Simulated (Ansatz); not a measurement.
**AlGeH₅ (singlet): from Hartree-Fock to the top rungs at distance Ge1–Al2 = 2.690 Å, cc-pVDZ**

An exercise on one series of results from a longer session: the logs are not shown, and one member is left open.

Program: Ansatz 0.2.0, Gaussian basis. Level of theory: cc-pVDZ, core rule «outside noble gas», up to 19 orbitals frozen. These are calculated values, not measurements.

The runs, in order: UHF; CCSD(T) on RHF; BCCD(T) on RHF; CISD; CCSDT(Q) on RHF; CASSCF and NEVPT2, 2 electrons in 2 orbitals; CASSCF and NEVPT2, 8 electrons in 8 orbitals.

19 further runs of the same task are left out: 2 for a mislabelled method, 11 that didn't finish, 6 set aside as unsound or not needed.

## The system

The geometry derives from a PBE0/def2-TZVP stationary point (not a proven minimum). One bond is set to the value named and the two fragments are kept rigid. No spin-orbit coupling is included. The filled d shell of Ge may be among the frozen orbitals whatever the setting's name suggests; the logs give the count.

7 atoms, charge 0, spin multiplicity 1.

Atoms are counted from 1 here; the program's logs count them from 0.

Bond lengths: Ge1–Al2 2.690 Å, Ge1–H3 1.541 Å, Ge1–H4 1.543 Å, Ge1–H5 1.543 Å, Al2–H6 1.588 Å, Al2–H7 1.588 Å. Angles: Al2–Ge1–H3 113.9°, Al2–Ge1–H4 111.3°, Al2–Ge1–H5 111.3°, H3–Ge1–H4 106.9°, H3–Ge1–H5 106.9°, H4–Ge1–H5 106.0°, Ge1–Al2–H6 121.3°, Ge1–Al2–H7 119.4°, H6–Al2–H7 119.3°.

The first run:

in.yaml reads:

```yaml
crystal:
  periodic: [false, false, false]
  atoms:
    - {symbol: Ge, position_ang: [0.000000, 0.000896, 0.743920]}
    - {symbol: Al, position_ang: [0.000000, 0.001033, -1.946080]}
    - {symbol: H, position_ang: [0.000000, 1.409022, 1.368854]}
    - {symbol: H, position_ang: [1.232737, -0.738754, 1.304991]}
    - {symbol: H, position_ang: [-1.232737, -0.738754, 1.304991]}
    - {symbol: H, position_ang: [0.000000, 1.358183, -2.770109]}
    - {symbol: H, position_ang: [0.000000, -1.381906, -2.726838]}
basis:
  gaussian: {orbitals: cc-pVDZ}
magnetization: {spin_polarized: true, initial_magnetization: 0}
hamiltonian: {xc: hf}
output: {orbitals: {seedname: orbitals}}
```

On the command line:

```console
ansatz run in.yaml --threads 1 --pin off --events-out ev --progress --plain --max-ram 2393MiB
```

Among the steps run: UHF; CCSD(T) on RHF; BCCD(T) on RHF; CISD; CCSDT(Q) on RHF; CASSCF and NEVPT2, 2 electrons in 2 orbitals; CASSCF and NEVPT2, 8 electrons in 8 orbitals.

One of the session's tables, all rows but one given; the rest of the session is left out.

| method | from RCCSDT(Q) (kcal/mol) |
| --- | --- |
| RHF | +137.86 |
| RMP2 | +31.77 |
| CISD | ? |
| RCCSD | +3.55 |
| RCCSD(T) | +0.76 |
| BCCD(T) | +0.74 |
| RCCSDT | +0.11 |
| RCCSDT(Q) | 0 |
| CASSCF pair | +128.97 |
| NEVPT2 pair | +31.86 |

**Question.** Estimate the row for CISD.

The run gave: from RCCSDT(Q) (kcal/mol): +15.18. In the column «from RCCSDT(Q) (kcal/mol)» it lies between RCCSD (+3.55) and RMP2 (+31.77).

Left out of the table: CASSCF frontier, NEVPT2 frontier (the active space lost an orbital or holds another state than full CI finds).

Caveats from the session: Warnings in the runs' records: passed over end.
